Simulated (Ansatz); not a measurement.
# GdTl3: the cost of one run

Program: Ansatz 0.2.0. Level of theory: DFT PBEsol+U (U_eff = 6 eV on Gd 4f) with spin–orbit coupling, plane waves, PAW. These are calculated values, not measurements.

1 further run of the same task is left out (set aside as unsound or not needed).

## 1. The starting structure

It takes space group Pm-3m (No. 221, cubic). Conventional cell: a = 4.690 Å, b = 4.690 Å, c = 4.690 Å, α = 90.00°, β = 90.00°, γ = 90.00°. Gd (site symmetry m-3m) has 12 Tl at 3.32 Å as nearest neighbours. Tl (site symmetry 4/mmm) is surrounded by 4 Gd at 3.32 Å and 8 Tl at 3.32 Å.

Coordinates:

```cif
data_structure
_symmetry_space_group_name_H-M 'Pm-3m'
_symmetry_Int_Tables_number 221
_cell_length_a 4.6900
_cell_length_b 4.6900
_cell_length_c 4.6900
_cell_angle_alpha 90.000
_cell_angle_beta 90.000
_cell_angle_gamma 90.000
_cell_volume 103.16
loop_
_atom_site_label
_atom_site_type_symbol
_atom_site_symmetry_multiplicity
_atom_site_Wyckoff_symbol
_atom_site_fract_x
_atom_site_fract_y
_atom_site_fract_z
_atom_site_occupancy
Gd1 Gd 1 a 0.00000 0.00000 0.00000 1
Tl1 Tl 3 c 0.00000 0.50000 0.50000 1
```

The cell is the measured one, not relaxed. An earlier run on this cell at PBEsol+U (U_eff = 6 eV on Gd 4f), without spin–orbit coupling gave 0.19 GPa at 25.790 Å³/atom (6×6×6 mesh), metallic, moments in the atoms' spheres Gd 7.17 μB.

## 2. Spin-orbit coupling, moments along [0, 0, 1]

Contents of input.yaml:

```yaml
crystal:
  lattice:
    - [4.6899983482, 0.0, 0.0]
    - [0.0, 4.6899983482, 0.0]
    - [0.0, 0.0, 4.6899983482]
  atoms:
    - { symbol: Gd, position: [0.0, 0.0, 0.0], spin: 7.88, spin_axis: [0.0, 0.0, 1.0] }
    - { symbol: Tl, position: [0.0, 0.5, 0.5] }
    - { symbol: Tl, position: [0.5, 0.5, 0.0] }
    - { symbol: Tl, position: [0.5, 0.0, 0.5] }
basis:
  ecutwfc: 420
  ecutrho_ratio: 4
kpoints:
  mp_grid: { grid: [6, 6, 6] }
hamiltonian:
  xc: pbesol
  hubbard: { sites: [{ species: Gd, l: f, u_eff: 6.0 }] }
scf:
  occupations: { method: gaussian, width: 0.05 }
  lower_state_search: "off"
  convergence: { dr2_threshold: 1.0e-09 }
output:
  forces: true
  stress: true
  eigenvalues: true
  populations: true
  hubbard: { sites: [{ species: Gd, l: f }] }
magnetization:
  noncollinear: true
  spin_orbit: true
checkpoint:
  read: start.run
  write: ck
  compress: false
  write_wavefunctions: false
  write_every: 100000
```

start.run holds the state of a PBEsol+U run on this cell.

Run with:

```sh
$ ansatz run input.yaml --threads 4 --pin off --max-ram 9216MiB --backend cpu --events-out ev --progress --plain --runs-dir out
```

**Question.** How long does this run take on 4 threads of Arm Neoverse N1, shared host, and how much memory does it need?

About 68 s, with a peak of 1.5 GiB.
